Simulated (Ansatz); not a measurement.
# C2H2SeSi: geometry optimisation

The task: find the minimum of C2H2SeSi nearest to the start.

Program: Ansatz 0.2.0. Level of theory: RKS r2SCAN-D4/def2-SVP. These are calculated values, not measurements.

### 1 Where the work starts

6 atoms, charge 0, spin multiplicity 1.

Atoms are counted from 1 here; the program's logs count them from 0.

Bond lengths: C1–Si2 1.757 Å, C1–C4 1.335 Å, Si2–Se3 2.099 Å, C4–H5 1.107 Å, C4–H6 1.110 Å. Angles: Si2–C1–C4 143.6°, C1–Si2–Se3 144.1°, C1–C4–H5 125.8°, C1–C4–H6 118.9°, H5–C4–H6 115.2°.

Coordinates:

```
atom    x (Å)    y (Å)    z (Å)
  C1  -0.1907   0.1003   0.2639
 Si2  -0.1430  -1.6058  -0.1521
 Se3  -0.9151  -3.4963   0.3317
  C4   0.2881   1.3014  -0.0678
  H5   1.0114   1.5093  -0.8794
  H6  -0.0507   2.1910   0.5037
```

### 2 Relaxation

Contents of input.yaml:

```yaml
crystal:
  periodic: [false, false, false]
  atoms:
    - { symbol: C, position_ang: [-0.190679, 0.100256, 0.263924] }
    - { symbol: Si, position_ang: [-0.143046, -1.60577, -0.152145] }
    - { symbol: Se, position_ang: [-0.91509, -3.496292, 0.33175] }
    - { symbol: C, position_ang: [0.288087, 1.301422, -0.06779] }
    - { symbol: H, position_ang: [1.011395, 1.509348, -0.879419] }
    - { symbol: H, position_ang: [-0.050668, 2.191046, 0.503669] }
basis:
  gaussian: { orbitals: def2-SVP }
hamiltonian:
  xc: r2scan
  dispersion: d4
output:
  forces: true
relax:
  f_tol: 0.003
  max_steps: 120
```

Command:

```sh
$ ansatz run input.yaml --threads 1 --pin off --max-ram 2560MiB --backend cpu --events-out ev --progress --plain --runs-dir out
```

What does the calculation give? Wanted: energy gained; root mean square move; dipole moment.

The runs gave:

| quantity | value |
| --- | --- |
| energy gained | 0.0091 eV |
| root mean square move | 0.016 Å |
| dipole moment | 2.89 D |

What this shows: Bond lengths: C1–Si2 1.741 Å, C1–C4 1.329 Å, Si2–Se3 2.081 Å, C4–H5 1.100 Å, C4–H6 1.102 Å. Angles: Si2–C1–C4 145.0°, C1–Si2–Se3 145.6°, C1–C4–H5 125.3°, C1–C4–H6 119.3°, H5–C4–H6 115.4°. No frequencies were computed here.
